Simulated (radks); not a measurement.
# Ionising lanthanum step by step, La³⁸⁺ to La⁵⁶⁺

Aim: the successive ionisation energies of lanthanum, each ion in the ground configuration that NIST lists, set against the tabulated values. Each value is a difference of total energies (Δ-SCF).

The numbers are computed with radks (a radial shooting solver on a logarithmic mesh, Libxc functionals) version 1 (scalar-relativistic Kohn-Sham, exchange-only LDA, spin-polarised, spherical densities, point nucleus; open shells are filled with parallel spins first), except any that are marked as measured or tabulated.

## 1. The atom as given

```
element             : lanthanum (Z = 57)
charges             : 38 to 56
first configuration : [Ar] 3d1
last configuration  : 1s1
```

The outer shells:

La³⁸⁺
```
[Ar] core
3d [↑ ][  ][  ][  ][  ]
```

La⁵⁶⁺
```
1s [↑ ]
```

## 2. La³⁸⁺, [Ar] 3d1

The run's settings:

```text
Z 57
configuration [Ar] 3d1
relativity scalar-relativistic
functional lda,
spin polarised
nucleus point
c 137.035999084
```

## 3. La³⁹⁺, [Ar]

The run's settings:

```text
Z 57
configuration [Ar]
relativity scalar-relativistic
functional lda,
spin polarised
nucleus point
c 137.035999084
```

## 4. La⁴⁰⁺, [Ne] 3s2 3p5

The run's settings:

```text
Z 57
configuration [Ne] 3s2 3p5
relativity scalar-relativistic
functional lda,
spin polarised
nucleus point
c 137.035999084
```

## 5. La⁴¹⁺, [Ne] 3s2 3p4

The run's settings:

```text
Z 57
configuration [Ne] 3s2 3p4
relativity scalar-relativistic
functional lda,
spin polarised
nucleus point
c 137.035999084
```

## 6. La⁴²⁺, [Ne] 3s2 3p3

The run's settings:

```text
Z 57
configuration [Ne] 3s2 3p3
relativity scalar-relativistic
functional lda,
spin polarised
nucleus point
c 137.035999084
```

## 7. La⁴³⁺, [Ne] 3s2 3p2

The run's settings:

```text
Z 57
configuration [Ne] 3s2 3p2
relativity scalar-relativistic
functional lda,
spin polarised
nucleus point
c 137.035999084
```

## 8. La⁴⁴⁺, [Ne] 3s2 3p1

The run's settings:

```text
Z 57
configuration [Ne] 3s2 3p1
relativity scalar-relativistic
functional lda,
spin polarised
nucleus point
c 137.035999084
```

## 9. La⁴⁵⁺, [Ne] 3s2

The run's settings:

```text
Z 57
configuration [Ne] 3s2
relativity scalar-relativistic
functional lda,
spin polarised
nucleus point
c 137.035999084
```

## 10. La⁴⁶⁺, [Ne] 3s1

The run's settings:

```text
Z 57
configuration [Ne] 3s1 3p0 4s0
relativity scalar-relativistic
functional lda,
spin polarised
nucleus point
c 137.035999084
```

## 11. La⁴⁷⁺, [Ne]

The run's settings:

```text
Z 57
configuration [Ne]
relativity scalar-relativistic
functional lda,
spin polarised
nucleus point
c 137.035999084
```

## 12. La⁴⁸⁺, [He] 2s2 2p5

The run's settings:

```text
Z 57
configuration [He] 2s2 2p5 3s0 3p0
relativity scalar-relativistic
functional lda,
spin polarised
nucleus point
c 137.035999084
```

## 13. La⁴⁹⁺, [He] 2s2 2p4

The run's settings:

```text
Z 57
configuration [He] 2s2 2p4
relativity scalar-relativistic
functional lda,
spin polarised
nucleus point
c 137.035999084
```

## 14. La⁵⁰⁺, [He] 2s2 2p3

The run's settings:

```text
Z 57
configuration [He] 2s2 2p3
relativity scalar-relativistic
functional lda,
spin polarised
nucleus point
c 137.035999084
```

## 15. La⁵¹⁺, [He] 2s2 2p2

The run's settings:

```text
Z 57
configuration [He] 2s2 2p2
relativity scalar-relativistic
functional lda,
spin polarised
nucleus point
c 137.035999084
```

## 16. La⁵²⁺, [He] 2s2 2p1

The run's settings:

```text
Z 57
configuration [He] 2s2 2p1
relativity scalar-relativistic
functional lda,
spin polarised
nucleus point
c 137.035999084
```

## 17. La⁵³⁺, [He] 2s2

The run's settings:

```text
Z 57
configuration [He] 2s2
relativity scalar-relativistic
functional lda,
spin polarised
nucleus point
c 137.035999084
```

## 18. La⁵⁴⁺, [He] 2s1

The run's settings:

```text
Z 57
configuration [He] 2s1
relativity scalar-relativistic
functional lda,
spin polarised
nucleus point
c 137.035999084
```

## 19. La⁵⁵⁺, [He]

The run's settings:

```text
Z 57
configuration [He] 2s0 2p0
relativity scalar-relativistic
functional lda,
spin polarised
nucleus point
c 137.035999084
```

## 20. La⁵⁶⁺, 1s1

The run's settings:

```text
Z 57
configuration 1s1
relativity scalar-relativistic
functional lda,
spin polarised
nucleus point
c 137.035999084
```

What does the calculation give? Wanted: for each run, species; configuration; Δ-SCF; −ε(HOMO); NIST; error.

The runs gave:

| species | configuration | Δ-SCF (eV) | −ε(HOMO) (eV) | NIST (eV) | error (%) |
| --- | --- | --- | --- | --- | --- |
| La³⁸⁺ | [Ar] 3d1 | 2661.3 | 2613.0 | 2674 (theory) | -0.5 |
| La³⁹⁺ | [Ar] | 2980.1 | 2937.8 | 2950 (theory) | +1.0 |
| La⁴⁰⁺ | [Ne] 3s2 3p5 | 3066.9 | 3024.8 | 3036 (theory) | +1.0 |
| La⁴¹⁺ | [Ne] 3s2 3p4 | 3152.5 | 3111.1 | 3133 (theory) | +0.6 |
| La⁴²⁺ | [Ne] 3s2 3p3 | 3265.6 | 3221.8 | 3222 (theory) | +1.4 |
| La⁴³⁺ | [Ne] 3s2 3p2 | 3355.2 | 3311.5 | 3416 (theory) | -1.8 |
| La⁴⁴⁺ | [Ne] 3s2 3p1 | 3443.6 | 3400.7 | 3515 (theory) | -2.0 |
| La⁴⁵⁺ | [Ne] 3s2 | 3709.6 | 3672.0 | 3704 (theory) | +0.2 |
| La⁴⁶⁺ | [Ne] 3s1 | 3806.0 | 3768.0 | 3800 (theory) | +0.2 |
| La⁴⁷⁺ | [Ne] | 8803.5 | 8685.3 | 8669 (theory) | +1.6 |
| La⁴⁸⁺ | [He] 2s2 2p5 | 9044.9 | 8927.4 | 8914 (theory) | +1.5 |
| La⁴⁹⁺ | [He] 2s2 2p4 | 9282.0 | 9167.3 | 9184 (theory) | +1.1 |
| La⁵⁰⁺ | [He] 2s2 2p3 | 9607.2 | 9483.7 | 9437 (theory) | +1.8 |
| La⁵¹⁺ | [He] 2s2 2p2 | 9858.0 | 9735.2 | 10136 (theory) | -2.7 |
| La⁵²⁺ | [He] 2s2 2p1 | 10104.2 | 9984.4 | 10426 (theory) | -3.1 |
| La⁵³⁺ | [He] 2s2 | 10795.7 | 10705.5 | 10789 (theory) | +0.1 |
| La⁵⁴⁺ | [He] 2s1 | 11039.0 | 10947.3 | 11033.4 (theory) | +0.1 |
| La⁵⁵⁺ | [He] | 45196 | 44830 | 45145.0 (theory) | +0.1 |
| La⁵⁶⁺ | 1s1 | 46230 | 45860 | 46245.8 (theory) | -0.0 |

What this shows: Reference values: NIST Atomic Spectra Database (exp. measured, semi-emp. semi-empirical, theory a theoretical value adopted there). Per unit of the charge left behind, the cost jumps most at La⁵⁵⁺ ([He]): from 11039.0 to 45196 eV. There the highest level belongs to another shell. Minus the highest eigenvalue gives 98 to 99 % of the Δ-SCF value along the ladder. Open shells are spherical and high-spin; term and fine-structure splittings are not resolved. Spin-orbit splitting is averaged out at the scalar-relativistic level. Nuclear size, the Breit interaction and QED, all absent here, shift the 1s and 2s values of heavy ions.
